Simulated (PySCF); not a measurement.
**BPH3F3 (SMILES [BH3-][P+](F)(F)F): levels of theory compared**

Wanted: a comparison of 6 runs (CAM-B3LYP/6-31G*, M06-L/6-31G*, PBE0/6-31G*, SVWN5/6-31G*, revPBE/6-31G*, SCS-MP2/6-31G*) of BPH3F3. Input form: a Python script.

Program for the calculation: PySCF 2.14.0.

4 further runs of the same task are left out: 4 set aside as unsound or not needed. Runs told in other sessions of the task aren't counted.

**1. The molecule**

BPH3F3 has 8 atoms, charge 0, and is taken as a singlet. SMILES: `[BH3-][P+](F)(F)F`. The P2–F5 distance was set to 2.378 Å, away from the relaxed value. At this shape a bond of the SMILES string is far longer than usual.

Bond lengths: B1–P2 1.870 Å, P2–F3 1.585 Å, P2–F4 1.585 Å, B1–H6 1.182 Å, B1–H7 1.182 Å, B1–H8 1.182 Å. Angles: B1–P2–F3 121.9°, B1–P2–F4 121.9°, F3–P2–F4 94.6°, P2–B1–H6 104.7°, P2–B1–H7 104.7°, P2–B1–H8 104.6°, H6–B1–H7 113.8°, H6–B1–H8 113.8°, H7–B1–H8 113.8°.

**2. A single-point energy at CAM-B3LYP/6-31G(d) (spherical functions) (run 1)**

input.xyz

```xyz
8

B     -0.642325     1.146239     1.071489
P     -0.504215    -0.504491     0.204159
F     -0.251285    -1.850551     1.002379
F     -1.688805    -1.093951    -0.669391
F      1.170780    -0.931760    -1.428850
H     -1.561325     1.024049     1.804109
H     -0.824765     1.926349     0.202859
H      0.393455     1.281119     1.623759
```

calc.py

```python
from pyscf import gto, dft

mol = gto.M(
    atom='input.xyz',
    max_memory=1860,
    basis='6-31g*',
    charge=0,
    verbose=4,
)

ks = dft.RKS(mol)
ks.xc = 'cam-b3lyp'
ks.grids.level = 5
ks.conv_tol = 1e-10
ks.kernel()
if not ks.converged:
    ks = ks.newton().run(ks.mo_coeff, ks.mo_occ)

e_tot = ks.e_tot
print('E = %.10f Eh' % e_tot)
```

Command:

```console
OMP_NUM_THREADS=1 python calc.py
```

The program printed:

```text
<dir> SyntaxWarning: invalid escape sequence '\W'
  S = {(paw_set(r)[0], bool(re.search(r"spin_orbit\W+true|paw_fr", str((r.get("files") or {}).get("input") or "")) or re.search("(?i)spin.orbit\W+(value\W+)?(true|yes)|value\W+spin-orbit", json.dumps(r.get("inputs"), default=str)))) for r in records}

PySCF version 2.14.0

[... 84 lines left out ...]
converged SCF energy = -667.354995497407
E = -667.3549954974 Eh
```

It took 23 s on 1 thread of Intel Xeon 6975P-C (Granite Rapids), shared host; peak memory 0.41 GiB.

**3. A single-point energy at M06-L/6-31G(d) (spherical functions) (run 2)**

start.xyz

```xyz
8
BF3H3P
B     -0.642325     1.146239     1.071489
P     -0.504215    -0.504491     0.204159
F     -0.251285    -1.850551     1.002379
F     -1.688805    -1.093951    -0.669391
F      1.170780    -0.931760    -1.428850
H     -1.561325     1.024049     1.804109
H     -0.824765     1.926349     0.202859
H      0.393455     1.281119     1.623759
```

run.py

```python
from pyscf import gto, dft

molecule = gto.M(
    atom='start.xyz',
    basis='6-31g*',
    max_memory=1860,
    spin=0,
    verbose=3,
)

ks = dft.RKS(molecule)
ks.xc = 'm06-l'
ks.grids.level = 5
ks.conv_tol = 1e-10
ks.kernel()
if not ks.converged:
    ks = ks.newton().run(ks.mo_coeff, ks.mo_occ)

etot = ks.e_tot
print('Final energy', etot)
```

Command:

```console
OMP_NUM_THREADS=1 python run.py
```

The program printed:

```text
<dir> SyntaxWarning: invalid escape sequence '\W'
  S = {(paw_set(r)[0], bool(re.search(r"spin_orbit\W+true|paw_fr", str((r.get("files") or {}).get("input") or "")) or re.search("(?i)spin.orbit\W+(value\W+)?(true|yes)|value\W+spin-orbit", json.dumps(r.get("inputs"), default=str)))) for r in records}
converged SCF energy = -667.418998632048
Final energy -667.4189986320476
```

Run time: 25 s. Hardware: 1 thread of Intel Xeon 6975P-C (Granite Rapids), shared host; peak memory 0.42 GiB.

Run 3 isn't shown in full; the table further down has it.

**4. The energy at SVWN5/6-31G(d) (spherical functions) (run 4)**

input.py

```python
from pyscf import gto, dft

molecule = gto.M(
    atom='''
B     -0.642325     1.146239     1.071489
P     -0.504215    -0.504491     0.204159
F     -0.251285    -1.850551     1.002379
F     -1.688805    -1.093951    -0.669391
F      1.170780    -0.931760    -1.428850
H     -1.561325     1.024049     1.804109
H     -0.824765     1.926349     0.202859
H      0.393455     1.281119     1.623759
''',
    basis='6-31g*',
    verbose=3,
    spin=0,
    max_memory=1860,
    charge=0,
)

calc0 = dft.RKS(molecule)
calc0.xc = 'svwn'
calc0.conv_tol = 1e-10
calc0.grids.level = 5
calc0.kernel()
if not calc0.converged:
    calc0 = calc0.newton().run(calc0.mo_coeff, calc0.mo_occ)

e_final = calc0.e_tot
print('E = %.10f Eh' % e_final)
```

Command:

```console
OMP_NUM_THREADS=1 python input.py
```

The program printed:

```text
<dir> SyntaxWarning: invalid escape sequence '\W'
  S = {(paw_set(r)[0], bool(re.search(r"spin_orbit\W+true|paw_fr", str((r.get("files") or {}).get("input") or "")) or re.search("(?i)spin.orbit\W+(value\W+)?(true|yes)|value\W+spin-orbit", json.dumps(r.get("inputs"), default=str)))) for r in records}
converged SCF energy = -663.994497677901
E = -663.9944976779 Eh
```

Run time: 9 s. Hardware: 1 thread of Intel Xeon 6975P-C (Granite Rapids), shared host; peak memory 0.27 GiB.

Run 5 isn't shown in full; the table further down has it.

**5. A single-point energy at SCS-MP2/6-31G(d) (spherical functions) (run 6)**

input.py

```python
from pyscf import gto, mp

system = gto.M(
    atom=[
    ('B', (-0.642325, 1.146239, 1.071489)),
    ('P', (-0.504215, -0.504491, 0.204159)),
    ('F', (-0.251285, -1.850551, 1.002379)),
    ('F', (-1.688805, -1.093951, -0.669391)),
    ('F', (1.170780, -0.931760, -1.428850)),
    ('H', (-1.561325, 1.024049, 1.804109)),
    ('H', (-0.824765, 1.926349, 0.202859)),
    ('H', (0.393455, 1.281119, 1.623759)),
],
    verbose=4,
    basis='6-31g*',
    max_memory=1860,
)

calc0 = system.RHF()
calc0.conv_tol = 1e-10
calc0.kernel()
if not calc0.converged:
    calc0 = calc0.newton().run(calc0.mo_coeff, calc0.mo_occ)

pt = mp.MP2(calc0, frozen=9).run()
e_tot = calc0.e_tot + 1.2 * pt.e_corr_os + pt.e_corr_ss / 3
print('Final energy', e_tot)
```

Command:

```console
OMP_NUM_THREADS=1 python input.py
```

The program printed:

```text
<dir> SyntaxWarning: invalid escape sequence '\W'
  S = {(paw_set(r)[0], bool(re.search(r"spin_orbit\W+true|paw_fr", str((r.get("files") or {}).get("input") or "")) or re.search("(?i)spin.orbit\W+(value\W+)?(true|yes)|value\W+spin-orbit", json.dumps(r.get("inputs"), default=str)))) for r in records}

PySCF version 2.14.0

[... 70 lines left out ...]
converged SCF energy = -665.3486526105
[... 1 line left out ...]
******** <class 'pyscf.mp.mp2.RMP2'> ********
nocc = 16, nmo = 71
frozen orbitals 9
E(RMP2) = -666.100955905127  E_corr = -0.752303294626242
E(SCS-RMP2) = -666.077940838117  E_corr = -0.729288227616208
E_corr(same-spin) = -0.200164299156095
E_corr(oppo-spin) = -0.552138995470147
Final energy -666.0779408381167
```

Wall time 1.4 s (1 thread of Intel Xeon 6975P-C (Granite Rapids), shared host); peak memory 0.18 GiB.

**6. All runs side by side**

| run | level | integration grid | frozen core orbitals | energy (Eh) | dipole moment (D) of the reference | HOMO energy (eV) | LUMO energy (eV) | wall time |
| --- | --- | --- | --- | --- | --- | --- | --- | --- |
| 1 | CAM-B3LYP/6-31G* (spherical functions) | 5 | – | -667.354995 | 2.96 | -10.85 | -3.24 | 23 s |
| 2 | M06-L/6-31G* (spherical functions) | 5 | – | -667.418999 | 2.87 | -7.77 | -5.09 | 25 s |
| 3 | PBE0/6-31G* (spherical functions) | 5 | – | -666.993212 | 2.96 | -9.39 | -4.36 | 14 s |
| 4 | SVWN5/6-31G* (spherical functions) | 5 | – | -663.994498 | 2.86 | -7.23 | -5.15 | 9 s |
| 5 | revPBE/6-31G* (spherical functions) | 5 | – | -667.286772 | 2.75 | -7.05 | -4.90 | 17 s |
| 6 | SCS-MP2/6-31G* (spherical functions) | – | 9 | -666.077941 | 3.61 | -13.30 | -1.08 | 1.4 s |

**7. What came out**

| quantity | value |
| --- | --- |
| run 6: total energy | -666.07794 Eh |
| run 6: dipole moment (Hartree–Fock density) | 3.61 D |
| run 6: HOMO energy (Hartree–Fock orbitals) | -13.30 eV |
| run 6: LUMO energy (Hartree–Fock orbitals) | -1.08 eV |
| run 6: HOMO–LUMO gap (Hartree–Fock orbitals) | 12.22 eV |
| run 6: correlation energy (9 core orbitals frozen) | -729.3 mEh |

Over runs 1, 2, 3, 4, 5 the dipole moment (its size) runs from 2.75 D (revPBE/6-31G*) to 2.96 D (PBE0/6-31G*). Over runs 1, 2, 3, 4, 5 the HOMO–LUMO gap runs from 2.08 eV (SVWN5/6-31G*) to 7.60 eV (CAM-B3LYP/6-31G*). Totals of different functionals can't be ranked against each other. In all runs a closed-shell determinant meets a far-stretched bond; if it breaks into open shells, such a determinant describes it badly, and no broken-symmetry solution was shown. All runs together took 89 s, the longest 25 s.
